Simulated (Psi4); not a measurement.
**A workflow on SnHSeF3 (SMILES [F][Sn]([F])([F])[SeH]), part 1 of 3**

Wanted: a series of 9 runs (PBE-D4/def2-SVP, PBE0-D4/def2-TZVP, PBE-D4/def2-TZVPP, r2SCAN-D4/def2-TZVPP, B3LYP-D4/def2-TZVPP, PBE0-D4/def2-TZVPP, wB97M-V/def2-TZVPP, MP2/def2-QZVPP) of SnHSeF3. 

Program for the calculation: Psi4 1.11.

### Step 1. Starting point

The species is SnHSeF3 (6 atoms), meant as a singlet with charge 0. As SMILES, `[F][Sn]([F])([F])[SeH]`. The shape comes from GFN2-xTB, rattled, which is rough for such elements, and wasn't checked as a minimum. The run starts from this shape.

Bond lengths: F1–Sn2 2.005 Å, Sn2–F3 2.062 Å, Sn2–F4 2.049 Å, Sn2–Se5 2.462 Å, Se5–H6 1.401 Å. Angles: F1–Sn2–F3 103.6°, F1–Sn2–F4 100.0°, F1–Sn2–Se5 110.5°, F3–Sn2–F4 103.9°, F3–Sn2–Se5 120.9°, F4–Sn2–Se5 115.4°, Sn2–Se5–H6 92.3°.

### Step 2. A geometry optimisation at PBE-D4/def2-SVP (density fitting, core potential) (run 1)

Input file job.dat:

```
memory 3300 mb

molecule {
  F     -0.737743    -0.886704     1.702361
  Sn     0.332104    -0.361091     0.090468
  F      2.209491    -1.116815     0.485939
  F     -0.440483    -1.662500    -1.291085
  Se     0.012733     2.026920    -0.415804
  H     -1.371892     1.868726    -0.556726
  symmetry c1
}

set {
  basis                   def2-SVP
  scf_type                df
  geom_maxiter            60
  max_force_g_convergence 0.0005
}

E, wfn = opt("pbe-d4", return_wfn=True)
print_variables()
```

Launch:

```sh
$ psi4 -n 2 job.dat job.out
```

job.out:

```text
Psi4 1.11 release

gradient() will perform analytic gradient computation.

   => Loading Basis Set <=

    Name: DEF2-SVP
    Role: ORBITAL
    Keyword: BASIS

    !!!  WARNING: ECP capability is in beta. Please check occupations closely.  !!!

   => PBE-D4(BJ,EEQ)ATM: Empirical Dispersion <=

        a1 =       0.385750
        a2 =       4.806885
       alp =      16.000000
        s6 =       1.000000
        s8 =       0.959481
        s9 =       1.000000
        ga =       3.000000
        gc =       2.000000
        wf =       6.000000

         ---------------------------------------------------------
                                   SCF
                              RKS Reference
                        2 Threads,   3147 MiB Core
         ---------------------------------------------------------

  ==> Geometry <==

    Molecular point group: c1
    Full point group: C1

    Geometry (in Angstrom), charge = 0, multiplicity = 1:

       Center              X                  Y                   Z               Mass
    ------------   -----------------  -----------------  -----------------  -----------------
         F           -0.966766878551    -1.084218875237     1.725236211175    18.998403162730
         SN           0.103080121449    -0.558605875237     0.113343211175   119.902201630000
         F            1.980467121449    -1.314329875237     0.508814211175    18.998403162730
         F           -0.669506878551    -1.860014875237    -1.268209788825    18.998403162730
         SE          -0.216290878551     1.829405124763    -0.392928788825    79.916521800000
         H           -1.600915878551     1.671211124763    -0.533850788825     1.007825032230

  Running in c1 symmetry.

  Rotational constants: A =      0.08719  B =      0.03117  C =      0.03054 [cm^-1]
  Rotational constants: A =   2613.94711  B =    934.30732  C =    915.49318 [MHz]
  Nuclear repulsion =  503.424846198441742

  Charge       = 0
  Multiplicity = 1
  Electrons    = 84
  Nalpha       = 42
  Nbeta        = 42

  ==> Algorithm <==

  SCF Algorithm Type is DF.
  DIIS enabled.
  MOM disabled.
  Fractional occupation disabled.
  Guess Type is SAD.
  Energy threshold   = 1.00e-08
  Density threshold  = 1.00e-08
  Integral threshold = 1.00e-12

  ==> Primary Basis <==

  Basis Set: DEF2-SVP
    Blend: DEF2-SVP
    Number of shells: 43
    Number of basis functions: 105
    Number of Cartesian functions: 113
    Spherical Harmonics?: true
    Max angular momentum: 2

  Core potential: DEF2-SVP
    Number of shells: 4
    Number of ECP primitives: 18
    Number of ECP core electrons: 28
    Max angular momentum: 3

  ==> DFT Potential <==

   => LibXC <=

    Version 7.1.2

   => Composite Functional: PBE-D4BJEEQATM <=

    PBE GGA Exchange-Correlation Functional

    Deriv               =              1
    GGA                 =           TRUE
    Meta                =          FALSE

    Exchange Hybrid     =          FALSE
    MP2 Hybrid          =          FALSE

   => Exchange Functionals <=

    1.0000     XC_GGA_X_PBE

   => Correlation Functionals <=

    1.0000     XC_GGA_C_PBE

   => LibXC Density Thresholds  <==

    XC_GGA_C_PBE:  1.00E-12
    XC_GGA_X_PBE:  1.00E-15

   => Molecular Quadrature <=

    Radial Scheme          =       TREUTLER
    Pruning Scheme         =           NONE
    Nuclear Scheme         =       TREUTLER

    Blocking Scheme        =         OCTREE
    BS radius alpha        =              1
    Pruning alpha          =              1
    Radial Points          =             75
    Spherical Points       =            302
    Total Points           =         129756
    Total Blocks           =           1053
    Max Points             =            253
    Max Functions          =            101
    Weights Tolerance      =       1.00E-15

   => Loading Basis Set <=

    Name: (DEF2-SVP AUX)
    Role: JKFIT
    Keyword: DF_BASIS_SCF

  ==> Integral Setup <==

  DFHelper Memory: AOs need 0.061 GiB; user supplied 2.061 GiB.
  SCF_SUBTYPE=INCORE selected. In-core MEM_DF algorithm will be used.
  Using in-core AOs.

  ==> MemDFJK: Density-Fitted J/K Matrices <==

    J tasked:                   Yes
    K tasked:                    No
    wK tasked:                   No
    Memory [MiB]:              2110
    Algorithm:                 Core
    Schwarz Cutoff:           1E-12
    Mask sparsity (%):      10.8299
    Fitting Condition:        1E-10

   => Auxiliary Basis Set <=

  Basis Set: (DEF2-SVP AUX)
    Blend: DEF2-UNIVERSAL-JKFIT
    Number of shells: 187
    Number of basis functions: 733
    Number of Cartesian functions: 979
    Spherical Harmonics?: true
    Max angular momentum: 5

  Cached 100.0% of DFT collocation blocks in 0.244 [GiB].

  Minimum eigenvalue in the overlap matrix is 1.6942448901E-02.
  Reciprocal condition number of the overlap matrix is 4.4157552457E-03.
    Using symmetric orthogonalization.

  ==> Pre-Iterations <==

  SCF Guess: Superposition of Atomic Densities via on-the-fly atomic UHF (no occupation information).

   -------------------------
    Irrep   Nso     Nmo
   -------------------------
     A        105     105
   -------------------------
    Total     105     105
   -------------------------

  ==> Iterations <==

                           Total Energy        Delta E     RMS |[F,P]|

[... 3 lines left out ...]
   @DF-RKS iter   3: -2914.79976744555324   -1.57284e+00   4.92351e-03 DIIS/ADIIS
[... 4 lines left out ...]
   @DF-RKS iter   8: -2914.89913003344145   -4.33237e-05   2.23668e-05 DIIS
[... 4 lines left out ...]
   @DF-RKS iter  13: -2914.89913348056825   -3.95630e-11   2.62852e-08 DIIS
[... 37 lines left out ...]
    Nuclear Repulsion Energy =            503.4248461984417418
[... 4 lines left out ...]
    VV10 Nonlocal Energy =                  0.0000000000000000
[... 98 lines left out ...]
    Weights Tolerance      =       1.00E-15
[... 142 lines left out ...]
    Weights Tolerance      =       1.00E-15
[... 62 lines left out ...]
   @DF-RKS iter   2: -2914.88627158615964    2.12565e-02   1.95607e-03 DIIS/ADIIS
[... 4 lines left out ...]
   @DF-RKS iter   7: -2914.91541307986836   -6.45743e-07   6.67321e-06 DIIS
[... 4 lines left out ...]
   @DF-RKS iter  12: -2914.91541327290861   -6.82121e-12   2.79776e-09 DIIS
[... 18 lines left out ...]
    One-Electron Energy =               -5159.0569066465222932
[... 4 lines left out ...]
    Total Energy =                      -2914.9154132729086086
[... 110 lines left out ...]
	                                 ==> Convergence Check <==
[... 112 lines left out ...]
                           Total Energy        Delta E     RMS |[F,P]|
[... 5 lines left out ...]
   @DF-RKS iter   4: -2914.91619975911362   -7.81542e-06   2.78767e-05 DIIS
[... 4 lines left out ...]
   @DF-RKS iter   9: -2914.91620399712110   -2.45564e-11   9.97422e-09 DIIS
[... 18 lines left out ...]
    One-Electron Energy =               -5153.6073695092673006
[... 4 lines left out ...]
    Total Energy =                      -2914.9162039971211016
[... 110 lines left out ...]
	                                 ==> Convergence Check <==
[... 101 lines left out ...]
                           Total Energy        Delta E     RMS |[F,P]|
[... 5 lines left out ...]
   @DF-RKS iter   4: -2914.91642353146653   -4.12304e-06   1.12943e-05 DIIS
[... 4 lines left out ...]
   @DF-RKS iter   9: -2914.91642430233969   -7.27596e-12   2.30181e-08 DIIS
[... 18 lines left out ...]
    Nuclear Repulsion Energy =            510.3359036838797351
[... 4 lines left out ...]
    VV10 Nonlocal Energy =                  0.0000000000000000
[... 61 lines left out ...]
    Weights Tolerance      =       1.00E-15
[... 131 lines left out ...]
    Weights Tolerance      =       1.00E-15
[... 24 lines left out ...]
   @DF-RKS iter   3: -2914.91650224406840   -3.14890e-05   7.75988e-06 DIIS
[... 4 lines left out ...]
   @DF-RKS iter   8: -2914.91650258221853   -9.82254e-11   1.95546e-08 DIIS
[... 15 lines left out ...]
  @DF-RKS Final Energy: -2914.91650258222489
[... 7 lines left out ...]
    Empirical Dispersion Energy =          -0.0055132340972168
[... 18 lines left out ...]
 Dipole Z            :          6.3209847           -6.6362839           -0.3152992
[... 102 lines left out ...]
	  Convergence Criteria              o    5.00e-04 *             o             o             o
[... 96 lines left out ...]
   @DF-RKS iter   2: -2914.91652511912571    1.77421e-06   2.99508e-05 DIIS
[... 4 lines left out ...]
   @DF-RKS iter   7: -2914.91652992802256   -9.45874e-11   8.76718e-08 DIIS
[... 15 lines left out ...]
  @DF-RKS Final Energy: -2914.91652992806303
[... 7 lines left out ...]
    Empirical Dispersion Energy =          -0.0055109767683061
[... 18 lines left out ...]
 Dipole Z            :          6.3256607           -6.6422350           -0.3165743
[... 102 lines left out ...]
	  Convergence Criteria              o    5.00e-04 *             o             o             o
[... 96 lines left out ...]
   @DF-RKS iter   2: -2914.91653342929840    1.44381e-06   2.01851e-05 DIIS
[... 4 lines left out ...]
   @DF-RKS iter   7: -2914.91653532514238   -6.86668e-11   2.00729e-08 DIIS
[... 37 lines left out ...]
    Nuclear Repulsion Energy =            510.3687644548628555
[... 4 lines left out ...]
    VV10 Nonlocal Energy =                  0.0000000000000000
[... 61 lines left out ...]
    Weights Tolerance      =       1.00E-15
[... 1 line left out ...]
  -Total Gradient:
     Atom            X                  Y                   Z
    ------   -----------------  -----------------  -----------------
       1        0.000082508476     0.000030483888     0.000081194576
       2        0.000077438435    -0.000186554352     0.000138165830
       3        0.000094523553     0.000102414739     0.000060170245
       4        0.000237752833     0.000070352972     0.000054388699
       5       -0.000214017674    -0.000104256891     0.000097362956
       6       -0.000052649008    -0.000039358012    -0.000020933298

	total time  =          6 seconds =       0.10 minutes

    			-----------------------------------------

    			 OPTKING 3.0: for geometry optimizations

    			        with contributions from

    			-----------------------------------------

	                            ===> Fragment 1 <==

	 Z (Atomic Numbers)          Masses                          Geom
	       9.000000            18.998403         -1.80260760 -2.09962842  3.26193064
	      50.000000            119.902202         0.08315693 -1.14151339  0.26267025
	       9.000000            18.998403          3.55272001 -2.17302977  0.84181977
	       9.000000            18.998403         -1.21669340 -3.37210628 -2.34579917
	      34.000000            79.916522         -0.21375944  3.49009441 -0.79886478
	       1.000000             1.007825         -2.99843440  3.16729591 -1.04235584

	 - Coordinate -           - BOHR/RAD -       - ANG/DEG -
	 R(1,2)           =         3.670103           1.942135
	 R(2,3)           =         3.665693           1.939801
	 R(2,4)           =         3.670050           1.942107
[... 11 lines of this table left out ...]
	 D(4,2,5,6)       =         1.030014          59.015429

	        --- Internal Coordinate Step in ANG or DEG, aJ/ANG or AJ/DEG ---
	-------------------------------------------------------------------------------
	           Coordinate      Previous         Force          Change          New
	           ----------      --------        ------          ------        ------
	               R(1,2)       1.94213        0.00011       -0.00009       1.94204
	               R(2,3)       1.93980        0.00002        0.00012       1.93992
	               R(2,4)       1.94211        0.00075        0.00025       1.94236
[... 11 lines of this table left out ...]
	           D(4,2,5,6)      59.01543       -0.00000        0.15526      59.17069
	-------------------------------------------------------------------------------

	                                 ==> Convergence Check <==

	Measures of convergence in internal coordinates in au.

	Criteria marked as inactive (o), active & met (*), and active & unmet ( ).

	----------------------------------------------------------------------------------------------
	   Step    Total Energy     Delta E     Max Force     RMS Force      Max Disp      RMS Disp
	----------------------------------------------------------------------------------------------
	  Convergence Criteria              o    5.00e-04 *             o             o             o
	----------------------------------------------------------------------------------------------
	     7   -2914.91653533   -5.40e-06 o    2.37e-04 *    1.18e-04 o    4.47e-03 o    1.90e-03 o  ~
	----------------------------------------------------------------------------------------------

Next Geometry in Ang
	Fragment 1 (Ang)

	    F  -0.9545933170  -1.1118166489   1.7240596531
	   Sn   0.0436167037  -0.6035487704   0.1376281846
	    F   1.8798234891  -1.1478245755   0.4465069622
	    F  -0.6445056914  -1.7868780671  -1.2404062175
	   Se  -0.1119151529   1.8472373709  -0.4243392895
	    H  -1.5859678758   1.6762719209  -0.5485144461

    Final optimized geometry and variables:
    Molecular point group: c1
    Full point group: C1

    Geometry (in Angstrom), charge = 0, multiplicity = 1:

    F           -0.953898860784    -1.111075508709     1.726139356232
    SN           0.044004751310    -0.604062872414     0.138999108055
    F            1.880018463860    -1.149917831019     0.445471837870
    F           -0.643846421095    -1.784441797157    -1.241343461710
    SE          -0.113116623656     1.846878425849    -0.422741037468
    H           -1.586703153866     1.676060813347    -0.551590956139

  Variable Map:
  ----------------------------------------------------------------------------
  "CURRENT ENERGY"                                 =>   -2914.916535325147
  "CURRENT REFERENCE ENERGY"                       =>   -2914.916535325147
  "DD SOLVATION ENERGY"                            =>       0.000000000000
  "DFT FUNCTIONAL TOTAL ENERGY"                    =>   -2914.911024414953
  "DFT TOTAL ENERGY"                               =>   -2914.916535325147
  "DFT VV10 ENERGY"                                =>       0.000000000000
  "DFT XC ENERGY"                                  =>    -136.386751009542
  "DISPERSION CORRECTION ENERGY"                   =>      -0.005510910194
  "GRID ELECTRONS ALPHA"                           =>      42.000004355347
  "GRID ELECTRONS BETA"                            =>      42.000004355347
  "GRID ELECTRONS TOTAL"                           =>      84.000008710694
  "NUCLEAR REPULSION ENERGY"                       =>     510.368764454863
  "ONE-ELECTRON ENERGY"                            =>   -5155.589713482319
  "OPTIMIZATION ITERATIONS"                        =>       7.000000000000
  "PBE-D4(BJ,EEQ)ATM DISPERSION CORRECTION ENERGY" =>      -0.005510910194
  "PCM POLARIZATION ENERGY"                        =>       0.000000000000
  "PE ENERGY"                                      =>       0.000000000000
  "SCF ITERATION ENERGY"                           =>   -2914.916535325147
  "SCF ITERATIONS"                                 =>       8.000000000000
  "SCF TOTAL ENERGY"                               =>   -2914.916535325147
  "TWO-ELECTRON ENERGY"                            =>    1866.696675622045
  "XC GRID RADIAL POINTS"                          =>      75.000000000000
  "XC GRID SPHERICAL POINTS"                       =>     302.000000000000
  "XC GRID TOTAL POINTS"                           =>  129681.000000000000

  Array Variable Map:
  ----------------------------------------------------------------------------
  "-D GRADIENT"                                    =>      -0.000105207880 ... -0.000021735721 6 by 3
  "CURRENT DIPOLE"                                 =>      -0.346888163972 ... -0.320318645947 1 by 3
  "CURRENT GRADIENT"                               =>       0.000082508476 ... -0.000020933298 6 by 3
  "DFT TOTAL GRADIENT"                             =>       0.000082508476 ... -0.000020933298 6 by 3
  "DISPERSION CORRECTION GRADIENT"                 =>      -0.000105207880 ... -0.000021735721 6 by 3
  "PBE-D4(BJ,EEQ)ATM DISPERSION CORRECTION GRADIENT" =>      -0.000105207880 ... -0.000021735721 6 by 3
  "SCF DIPOLE"                                     =>      -0.346888163972 ... -0.320318645947 1 by 3
  "SCF TOTAL ENERGIES"                             =>   -2914.916712513972 ... -2914.916535325147 1 by 9
  "SCF TOTAL GRADIENT"                             =>       0.000082508476 ... -0.000020933298 6 by 3

    Psi4 run time: 0:04:01.40

[set-up sections that repeat, and orbital energies of the middle runs, are left out above]
```

The script printed:

```text
Optimizer: Optimization complete!
```

It took 4.1 min on 2 threads of Intel Xeon at 2.50GHz (Skylake/Cascade Lake), shared host; peak memory 0.68 GiB.

Step by step:

| step | energy from the first frame kept (eV) | largest force (eV/Å) |
| --- | --- | --- |
| 0 | 0.0000 | 3.3728 |
| 1 | -0.4430 | 0.4799 |
| 2 | -0.4645 | 0.2442 |
| 3 | -0.4705 | 0.0881 |
| 4 | -0.4726 | 0.0565 |
| 5 | -0.4734 | 0.0439 |
| 6 | -0.4735 | 0.0132 |

After the run. Bond lengths: F1–Sn2 1.942 Å, Sn2–F3 1.940 Å, Sn2–F4 1.942 Å, Sn2–Se5 2.519 Å, Se5–H6 1.489 Å. Angles: F1–Sn2–F3 106.5°, F1–Sn2–F4 103.9°, F1–Sn2–Se5 113.8°, F3–Sn2–F4 106.1°, F3–Sn2–Se5 111.6°, F4–Sn2–Se5 114.2°, Sn2–Se5–H6 88.2°.

(Continued in part 2 of 3.)
